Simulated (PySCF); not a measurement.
# F3H4PSi2: electronic excitations and core binding energies

Wanted: the electronic excitations and core binding energies of F3H4PSi2 (`F[Si](F)(F)[SiH2]P`), by calculation.

Computed with PySCF 2.14.0, with density-fitted response routines of our own, on a single molecule in the gas phase. Atoms count from 0, in the outputs and in this text.

### 1 The starting structure

10 atoms, charge 0, multiplicity 1; geometry from: GFN2-xTB.

Bonds of the start (Å): F0–Si1 1.59, Si1–F2 1.59, Si1–F3 1.59, Si1–Si4 2.29, Si4–P5 2.24, Si4–H6 1.47, Si4–H7 1.47, P5–H8 1.39, P5–H9 1.39.

### 2 Ultraviolet spectrum: wB97X-D/def2-SVPD

Job settings and geometry (Å):

```
{"job": {"kind": "uv", "xc": "wB97X-D", "basis": "def2-SVPD", "nstates": 8, "ntriplets": 3}, "charge": 0, "multiplicity": 1}
F      1.732413    -1.485245    -0.839720
Si     1.438818    -0.371613     0.259183
F      1.353368    -1.242717     1.588764
F      2.853853     0.335284     0.408912
Si    -0.351713     0.991785    -0.155050
P     -2.332912    -0.035262    -0.366062
H     -0.492100     1.960826     0.940909
H     -0.122672     1.731777    -1.403952
H     -1.879045    -1.038994    -1.210937
H     -2.191129    -0.841187     0.755423
```

Level: TDDFT wB97X-D/def2-SVPD, vertical, gas phase, core orbitals frozen in the response.

On the command line:

```bash
$ OMP_NUM_THREADS=1 python probes_run.py task.json out
```

The driver reads the jobs from task.json and runs them one after another.

Standard output:

```text
coarse grid: 10616 points
cycle   1  E = -1221.5836891453  dE =  3.778e-01  |g| = 8.266e-01  |ddm| = 3.974e+00
cycle   2  E = -1221.5667610581  dE =  1.693e-02  |g| = 9.710e-01  |ddm| = 2.118e+00
cycle   3  E = -1221.7162830105  dE = -1.495e-01  |g| = 3.970e-02  |ddm| = 7.710e-01
cycle   4  E = -1221.7167738688  dE = -4.909e-04  |g| = 1.356e-02  |ddm| = 1.066e-01
cycle   5  E = -1221.7168478862  dE = -7.402e-05  |g| = 2.840e-03  |ddm| = 5.666e-02
cycle   6  E = -1221.7168515597  dE = -3.674e-06  |g| = 8.418e-04  |ddm| = 1.080e-02
final grid: 92080 points
cycle   7  E = -1221.8654825175  dE = -7.752e-05  |g| = 8.859e-03  |ddm| = 1.057e-01
cycle   8  E = -1221.8654826383  dE = -1.207e-07  |g| = 9.892e-03  |ddm| = 2.153e-02
cycle   9  E = -1221.8654970537  dE = -1.442e-05  |g| = 4.147e-04  |ddm| = 6.396e-03
cycle  10  E = -1221.8654971469  dE = -9.312e-08  |g| = 2.296e-04  |ddm| = 2.198e-03
cycle  11  E = -1221.8654971662  dE = -1.935e-08  |g| = 3.216e-05  |ddm| = 7.323e-04
cycle  12  E = -1221.8654971671  dE = -8.977e-10  |g| = 1.489e-05  |ddm| = 1.881e-04
converged SCF energy = -1221.8654971671

Static polarisability (au): isotropic 78.371, principal 65.823 72.655 96.636

Singlet excitations
state   eV       nm        f      main configurations
  1   6.4403    192.5   0.28184   H->L 0.89
  2   6.7268    184.3   0.00063   H->L+1 0.88, H->L+3 0.08
  3   6.8352    181.4   0.01404   H->L+3 0.88, H->L+1 0.08
  4   7.0620    175.6   0.07782   H->L+2 0.86
  5   7.6447    162.2   0.00230   H->L+4 0.72, H-1->L 0.20
  6   7.8714    157.5   0.18284   H-1->L 0.63, H->L+4 0.18
  7   8.1135    152.8   0.01395   H-1->L+1 0.69, H-3->L 0.25
  8   8.3062    149.3   0.04703   H->L+5 0.59, H-2->L 0.17

Triplet excitations (Tamm-Dancoff, eV): 5.3455 5.9997 6.3524
```

It took 45 s on 1 thread of Intel Xeon at 2.70GHz, shared host; peak memory 0.72 GiB.

Frontier orbitals and where they lie:

| orbital | eV | atoms |
| --- | --- | --- |
| HOMO−3 | -12.46 | Si4 35 %, H7 20 %, H6 20 % |
| HOMO−2 | -12.36 | Si4 26 %, P5 26 %, Si1 16 % |
| HOMO−1 | -11.74 | Si4 33 %, P5 26 %, H7 10 % |
| HOMO | -9.94 | P5 62 %, Si4 15 %, H9 6 % |
| LUMO | 0.57 | Si4 29 %, P5 26 %, Si1 21 % |
| LUMO+1 | 1.03 | Si4 37 %, Si1 24 %, H6 7 % |
| LUMO+2 | 1.32 | Si4 31 %, P5 22 %, Si1 16 % |

With each of the 8 states as a Gaussian band of 0.4 eV half-width at 1/e, the curve within the window shown has maxima at 192 nm (ε 12,000), 157 nm (ε 8,600) L/(mol cm). Beyond the last state computed it falls off for lack of states. The curve at chosen wavelengths:

| nm | ε (L/mol/cm) |
| --- | --- |
| 144 | 1463 |
| 147 | 3080 |
| 149 | 4478 |
| 152 | 6728 |
| 155 | 8339 |
| 158 | 8371 |
| 160 | 7480 |
| 163 | 5537 |
| 166 | 3992 |
| 168 | 3529 |
| 171 | 3627 |
| 174 | 4289 |
| 177 | 5234 |
| 179 | 6033 |
| 182 | 7575 |
| 185 | 9418 |
| 188 | 11082 |
| 190 | 11774 |
| 193 | 11841 |
| 196 | 10706 |
| 198 | 9444 |
| 201 | 7200 |
| 204 | 4998 |
| 207 | 3182 |
| 209 | 2253 |
| 212 | 1262 |

Leading natural transition orbitals of singlet state 1: the hole lies on P5 59 %; H8, H9 about 9 % each; Si1, Si4 about 8 % each; the particle on Si4 19 %; P5 19 %; Si1 14 %.

Ground-state properties from the same run:

| property | computed |
| --- | --- |
| dipole moment (D) | 2.76 |
| polarisability (Å³) | 11.61 |
| HOMO–LUMO gap (eV) | 10.52 |
| −ε(HOMO) (eV) | 9.94 |

Orbitals, density, ELF and potential are computed afterwards from the orbital file.

Frontier orbitals at wB97X-D/def2-SVPD, with the share of their density that lies nearest to each atom:

| orbital | energy (eV) | lies on |
| --- | --- | --- |
| HOMO | -9.94 | P5 60 %; Si4 11 %; H8, H9 about 8 % each |
| LUMO | 0.57 | Si1, Si4 about 19 % each; P5 19 %; F3 10 % |

ELF in a plane through or near 4 of the atoms.

Values, 10 rows by 14 columns:
```
0.00 0.00 0.00 0.00 0.00 0.00 0.00 0.00 0.00 0.00 0.00 0.00 0.00 0.00
0.00 0.00 0.00 0.00 0.00 0.00 0.00 0.01 0.01 0.00 0.00 0.00 0.00 0.00
0.00 0.00 0.00 0.01 0.00 0.01 0.06 0.24 0.20 0.03 0.00 0.00 0.00 0.00
0.00 0.00 0.20 0.58 0.38 0.05 0.25 0.11 0.15 0.16 0.28 0.47 0.02 0.00
0.00 0.03 0.55 0.44 0.81 0.40 0.97 0.79 0.28 0.89 0.93 0.97 0.77 0.00
0.00 0.00 0.28 0.56 0.15 0.71 0.48 0.62 0.72 0.18 0.52 0.97 0.83 0.02
0.00 0.00 0.00 0.01 0.12 0.19 0.08 0.04 0.16 0.49 0.49 0.60 0.32 0.00
0.00 0.00 0.00 0.00 0.01 0.02 0.01 0.00 0.04 0.11 0.09 0.06 0.00 0.00
0.00 0.00 0.00 0.00 0.00 0.00 0.00 0.00 0.00 0.00 0.00 0.00 0.00 0.00
0.00 0.00 0.00 0.00 0.00 0.00 0.00 0.00 0.00 0.00 0.00 0.00 0.00 0.00
```
The map spans 10.9 Å across and 8.8 Å up, centred on the molecule. Atoms in the plane (x, y in Å): Si1 (-1.5, -0.2), F3 (-2.8, 0.6), Si4 (0.5, 1.0), P5 (2.3, -0.3).

log10 of the density (e/Å³) in the same plane.

Values, 10 rows by 14 columns:
```
-4.0 -4.0 -4.0 -4.0 -4.0 -4.0 -4.0 -4.0 -4.0 -4.0 -4.0 -4.0 -4.0 -4.0
-4.0 -4.0 -4.0 -4.0 -4.0 -3.7 -3.0 -2.6 -2.6 -3.2 -4.0 -4.0 -4.0 -4.0
-4.0 -4.0 -3.3 -2.7 -2.7 -2.5 -1.8 -1.2 -1.3 -2.0 -2.8 -3.3 -4.0 -4.0
-4.0 -3.1 -1.6 -0.7 -1.0 -1.5 -1.0 -0.3 -0.5 -1.2 -1.6 -2.0 -2.8 -4.0
-4.0 -2.4 -0.8  2.1  0.4 -0.5 -0.3  1.1  0.4 -0.3 -0.4 -0.9 -1.9 -3.1
-4.0 -2.9 -1.4 -0.4 -0.3  1.8 -0.3 -0.7 -0.5  0.3  1.3 -0.4 -1.6 -2.8
-4.0 -3.6 -2.8 -1.7 -0.8 -0.5 -1.0 -1.6 -1.2 -0.4 -0.4 -1.0 -2.0 -2.9
-4.0 -4.0 -3.4 -2.4 -1.6 -1.4 -2.0 -2.5 -2.0 -1.5 -1.6 -2.1 -2.9 -3.6
-4.0 -4.0 -4.0 -3.5 -3.2 -3.1 -3.3 -3.6 -3.3 -3.1 -3.2 -3.6 -4.0 -4.0
-4.0 -4.0 -4.0 -4.0 -4.0 -4.0 -4.0 -4.0 -4.0 -4.0 -4.0 -4.0 -4.0 -4.0
```
The map spans 10.9 Å across and 8.8 Å up, centred on the molecule. Atoms in the plane (x, y in Å): Si1 (-1.5, -0.2), F3 (-2.8, 0.6), Si4 (0.5, 1.0), P5 (2.3, -0.3).

On the surface of density 0.002 e/bohr³ the electrostatic potential runs, from the 1st to the 99th percentile, from -0.85 V near F3 to 1.82 V near Si1.

### 3 Core-electron binding energies: SCAN, X2C

Settings changed since step 2:

```diff
@@ -1,2 +1,2 @@
-{"job": {"kind": "uv", "xc": "wB97X-D", "basis": "def2-SVPD", "nstates": 8, "ntriplets": 3}, "charge": 0, "multiplicity": 1}
+{"job": {"kind": "xps"}, "charge": 0, "multiplicity": 1}
 F      1.732413    -1.485245    -0.839720
```

With the program's defaults for keys left out, this is: delta-SCF UKS SCAN, pcX-2 on the ionised atom, pcseg-1 elsewhere, spin-free X2C.

Standard output:

```text
ground state, core basis on atom 0 (F), 147 functions
  cycle   1  E = -1224.34198655  |g| = 8.92e-01
  cycle   2  E = -1224.01006212  |g| = 1.71e+00
  cycle   3  E = -1224.46981965  |g| = 6.65e-02
  cycle   4  E = -1224.47034352  |g| = 5.92e-02
  cycle   5  E = -1224.47092559  |g| = 1.22e-02
  cycle   6  E = -1224.47094967  |g| = 5.50e-03
  cycle   7  E = -1224.47095435  |g| = 1.13e-03
  cycle   8  E = -1224.47095764  |g| = 3.13e-04
  E(ground) = -1224.54403638 Eh
hole in F 1s of atom 0
  cycle   1  E = -1198.10654027  |g| = 2.58e+00
  cycle   2  E = -1198.01230900  |g| = 2.13e+00
  cycle   3  E = -1198.94498217  |g| = 3.68e-01
  cycle   4  E = -1198.95570894  |g| = 3.12e-01
  cycle   5  E = -1198.99637726  |g| = 4.81e-02
  cycle   6  E = -1198.99696433  |g| = 2.21e-02
  cycle   7  E = -1198.99724925  |g| = 6.17e-03
  cycle   8  E = -1198.99726370  |g| = 2.85e-03
  cycle   9  E = -1198.99726655  |g| = 8.64e-04
  cycle  10  E = -1198.99726756  |g| = 3.78e-04
  E(ion) = -1199.07758368 Eh   <S^2> = 0.7566   hole on atom = 1.000   binding energy = 692.977 eV
ground state, core basis on atom 1 (Si), 158 functions
  cycle   1  E = -1224.54845690  |g| = 3.14e-01
  cycle   2  E = -1224.54457881  |g| = 2.06e-01
  cycle   3  E = -1224.54685574  |g| = 1.62e-01
  cycle   4  E = -1224.55097068  |g| = 1.75e-02
  cycle   5  E = -1224.55101180  |g| = 4.46e-03
  cycle   6  E = -1224.55101666  |g| = 7.98e-04
  cycle   7  E = -1224.55101792  |g| = 2.15e-04
  E(ground) = -1224.57746635 Eh
hole in Si 1s of atom 1
  cycle   1  E = -1155.52480718  |g| = 4.35e+00
  cycle   2  E = -1153.63915061  |g| = 2.71e+00
  cycle   3  E = -1149.87583593  |g| = 2.46e+00
  cycle   4  E = -1156.14246881  |g| = 1.02e+00
  cycle   5  E = -1156.50315212  |g| = 4.43e-01
  cycle   6  E = -1156.55935662  |g| = 8.43e-02
  cycle   7  E = -1156.56387601  |g| = 4.81e-02
  cycle   8  E = -1156.56493930  |g| = 1.47e-02
  cycle   9  E = -1156.56500654  |g| = 5.44e-03
  cycle  10  E = -1156.56501730  |g| = 1.42e-03
  cycle  11  E = -1156.56502016  |g| = 4.73e-04
  E(ion) = -1156.60189199 Eh   <S^2> = 0.7520   hole on atom = 1.000   binding energy = 1849.710 eV
hole in Si 2p of atom 1
  cycle   1  E = -1220.19462247  |g| = 1.24e+00
  cycle   2  E = -1219.16164497  |g| = 1.60e+00
  cycle   3  E = -1220.30384855  |g| = 5.35e-01
  cycle   4  E = -1220.49702171  |g| = 1.59e-01
  cycle   5  E = -1220.50470138  |g| = 1.06e-01
  cycle   6  E = -1220.50898226  |g| = 3.20e-02
  cycle   7  E = -1220.50936950  |g| = 1.05e-02
  cycle   8  E = -1220.50941607  |g| = 4.61e-03
  cycle   9  E = -1220.50942639  |g| = 1.31e-03
  cycle  10  E = -1220.50942840  |g| = 4.65e-04
  E(ion) = -1220.54858407 Eh   <S^2> = 0.7517   hole on atom = 1.003   binding energy = 109.631 eV
  2p3/2 = 109.479 eV   2p1/2 = 110.108 eV
ground state, core basis on atom 4 (Si), 158 functions
  cycle   1  E = -1224.51665934  |g| = 2.89e-01
  cycle   2  E = -1224.51616151  |g| = 7.98e-02
  cycle   3  E = -1224.51508658  |g| = 1.12e-01
  cycle   4  E = -1224.51719398  |g| = 5.37e-03
  cycle   5  E = -1224.51719858  |g| = 1.43e-03
  cycle   6  E = -1224.51719529  |g| = 3.48e-04
  E(ground) = -1224.54439055 Eh
hole in Si 1s of atom 4
  cycle   1  E = -1155.55573167  |g| = 4.35e+00
  cycle   2  E = -1155.50578420  |g| = 2.19e+00
  cycle   3  E = -1156.03645414  |g| = 9.38e-01
  cycle   4  E = -1156.53805164  |g| = 4.14e-01
  cycle   5  E = -1156.61768633  |g| = 1.56e-01
  cycle   6  E = -1156.62576126  |g| = 4.79e-02
  cycle   7  E = -1156.62683670  |g| = 1.66e-02
  cycle   8  E = -1156.62699461  |g| = 6.66e-03
  cycle   9  E = -1156.62700982  |g| = 2.40e-03
  cycle  10  E = -1156.62701257  |g| = 6.94e-04
  cycle  11  E = -1156.62701410  |g| = 1.91e-04
  E(ion) = -1156.66344209 Eh   <S^2> = 0.7526   hole on atom = 1.000   binding energy = 1847.135 eV
hole in Si 2p of atom 4
  cycle   1  E = -1220.21221122  |g| = 1.24e+00
  cycle   2  E = -1219.92159780  |g| = 1.21e+00
  cycle   3  E = -1220.45212092  |g| = 3.85e-01
  cycle   4  E = -1220.53941027  |g| = 1.37e-01
  cycle   5  E = -1220.54502774  |g| = 6.18e-02
  cycle   6  E = -1220.54692859  |g| = 1.17e-02
  cycle   7  E = -1220.54699962  |g| = 5.18e-03
  cycle   8  E = -1220.54700973  |g| = 1.94e-03
  cycle   9  E = -1220.54701283  |g| = 6.78e-04
  cycle  10  E = -1220.54701304  |g| = 1.83e-04
  E(ion) = -1220.58719644 Eh   <S^2> = 0.7526   hole on atom = 1.002   binding energy = 107.681 eV
  2p3/2 = 107.464 eV   2p1/2 = 108.086 eV
ground state, core basis on atom 5 (P), 158 functions
  cycle   1  E = -1224.53812328  |g| = 3.40e-01
  cycle   2  E = -1224.53791817  |g| = 4.22e-02
  cycle   3  E = -1224.53737140  |g| = 5.91e-02
  cycle   4  E = -1224.53857958  |g| = 5.16e-03
  cycle   5  E = -1224.53858355  |g| = 3.14e-03
  cycle   6  E = -1224.53858702  |g| = 3.19e-04
  E(ground) = -1224.57764590 Eh
hole in P 1s of atom 5
  cycle   1  E = -1144.35883245  |g| = 4.72e+00
  cycle   2  E = -1144.55990133  |g| = 2.14e+00
  cycle   3  E = -1145.02436060  |g| = 8.80e-01
  cycle   4  E = -1145.45412194  |g| = 3.22e-01
  cycle   5  E = -1145.50320901  |g| = 1.44e-01
  cycle   6  E = -1145.50929014  |g| = 5.22e-02
  cycle   7  E = -1145.51016789  |g| = 1.32e-02
  cycle   8  E = -1145.51024953  |g| = 3.93e-03
  cycle   9  E = -1145.51025591  |g| = 1.79e-03
  cycle  10  E = -1145.51025713  |g| = 4.05e-04
  E(ion) = -1145.55021430 Eh   <S^2> = 0.7519   hole on atom = 1.000   binding energy = 2150.446 eV
hole in P 2p of atom 5
  cycle   1  E = -1219.09481740  |g| = 1.38e+00
  cycle   2  E = -1219.01452008  |g| = 1.15e+00
  cycle   3  E = -1219.44772423  |g| = 2.47e-01
  cycle   4  E = -1219.48077837  |g| = 1.15e-01
  cycle   5  E = -1219.48473106  |g| = 6.43e-02
  cycle   6  E = -1219.48617453  |g| = 1.36e-02
  cycle   7  E = -1219.48624444  |g| = 5.58e-03
  cycle   8  E = -1219.48625718  |g| = 1.76e-03
  cycle   9  E = -1219.48626003  |g| = 9.94e-04
  cycle  10  E = -1219.48626131  |g| = 2.74e-04
  E(ion) = -1219.53614001 Eh   <S^2> = 0.7534   hole on atom = 1.002   binding energy = 137.186 eV
  2p3/2 = 136.952 eV   2p1/2 = 137.843 eV
```

Wall time 1.8 min (1 thread of Intel Xeon at 2.70GHz, shared host); peak memory 0.59 GiB.

Binding energies by hole, beside the orbital energy of the ground state; the difference holds orbital relaxation and, for a density functional, its self-interaction error:

| hole | stands for | environment | ΔSCF (eV; 2p as the shell's mean) | −ε (eV) | ⟨S²⟩ |
| --- | --- | --- | --- | --- | --- |
| F1s on F0 | F0, F2, F3 | fluorine bonded to Si | 692.98 | 667.0 | 0.757 |
| Si1s on Si1 | Si1 | silicon bonded to 3 F, Si | 1849.71 | 1796.1 | 0.752 |
| Si2p on Si1 | Si1 | silicon bonded to 3 F, Si | 109.69 | 98.7 | 0.752 |
| Si1s on Si4 | Si4 | silicon bonded to P, Si, 2 H | 1847.13 | 1794.3 | 0.753 |
| Si2p on Si4 | Si4 | silicon bonded to P, Si, 2 H | 107.67 | 97.2 | 0.753 |
| P1s on P5 | P5 | phosphorus bonded to Si, 2 H | 2150.45 | 2093.3 | 0.752 |
| P2p on P5 | P5 | phosphorus bonded to Si, 2 H | 137.25 | 126.3 | 0.753 |

Each hole run stands for the others of its class of like atoms.

With the spin-orbit splitting: Si1 2p3/2 109.48, 2p1/2 110.11 eV; Si4 2p3/2 107.46, 2p1/2 108.09 eV; P5 2p3/2 136.95, 2p1/2 137.84 eV. The table gives each 2p level as the mean over the whole 2p shell (two parts 2p3/2, one part 2p1/2), which differs a little from the single hole in the log.

### 4 Results

| quantity | value |
| --- | --- |
| lowest singlet (wB97X-D/def2-SVPD) | 6.44 eV (193 nm), f = 0.282 |
| lowest triplet | 5.35 eV |
| surface potential, 1st and 99th percentile | -0.85 V and 1.82 V |
| Si1s binding energies, SCAN/pcX-2 | Si1 1849.71, Si4 1847.13 eV |
| Si2p binding energies, SCAN/pcX-2 | Si1 109.69, Si4 107.67 eV |
| F1s binding energies, SCAN/pcX-2 | F0 692.98 eV |
| P1s binding energies, SCAN/pcX-2 | P5 2150.45 eV |
| P2p binding energies, SCAN/pcX-2 | P5 137.25 eV |

**Reading.** The lowest singlet, at 6.44 eV, is HOMO→LUMO 0.89 and is bright. The lowest triplet lies 1.09 eV below the lowest singlet (triplets in Tamm-Dancoff, singlets in full TDDFT). Si1 (silicon bonded to 3 F, Si) binds its Si1s electron 2.57 eV more tightly than Si4 (silicon bonded to P, Si, 2 H). Si1 (silicon bonded to 3 F, Si) binds its Si2p electron 2.02 eV more tightly than Si4 (silicon bonded to P, Si, 2 H).
